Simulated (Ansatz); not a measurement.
**ZrNH+ (doublet): the correlation ladder, def2-TZVPP**

An exercise on one series of results from a longer session: the logs are not shown, and one member is left open.

The runs use Ansatz 0.2.0, Gaussian basis; def2-TZVPP, core rule «outside noble gas», up to 5 orbitals frozen.

To be run: UHF; ROHF; CCSD(T) on UHF.

2 further runs of the same task are left out: 2 set aside as unsound or not needed.

## What is computed

The geometry is a PBE0/def2-TZVP stationary point (not a proven minimum) of the parent state, kept for this charge and spin. No spin-orbit coupling is included. Elements past krypton take def2 core potentials.

3 atoms, charge 1, spin multiplicity 2.

Atoms are counted from 1 here; the program's logs count them from 0.

Bond lengths: Zr1–N2 1.758 Å, N2–H3 1.012 Å. Angles: Zr1–N2–H3 180.0°.

The first run:

File in.yaml:

```yaml
crystal:
  periodic: [false, false, false]
  atoms:
    - {symbol: Zr, position_ang: [0.000000, 0.000000, -1.509417]}
    - {symbol: N, position_ang: [0.000000, 0.000000, 0.248939]}
    - {symbol: H, position_ang: [0.000000, 0.000000, 1.260478]}
basis:
  gaussian: {orbitals: def2-TZVPP}
total_charge: 1
magnetization: {spin_polarized: true, initial_magnetization: 1}
hamiltonian: {xc: hf}
output: {orbitals: {seedname: orbitals}}
```

Started as:

```
> ansatz run in.yaml --threads 1 --pin off --events-out ev --progress --plain --max-ram 4096MiB --backend cpu
```

Among the steps run: UHF; ROHF; CCSD(T) on UHF.

One table of the session follows, with a row left open; its other results are not shown here.

```
  method  from UCCSD(T) (kcal/mol)
    ROHF                         ?
     UHF                   +190.49
    UMP2                    +10.17
   UCCSD                    +11.62
UCCSD(T)                         0
```

Q: Estimate the row for ROHF from the others.

As computed: from UCCSD(T) (kcal/mol): +193.30. In the column «from UCCSD(T) (kcal/mol)» it is the highest.
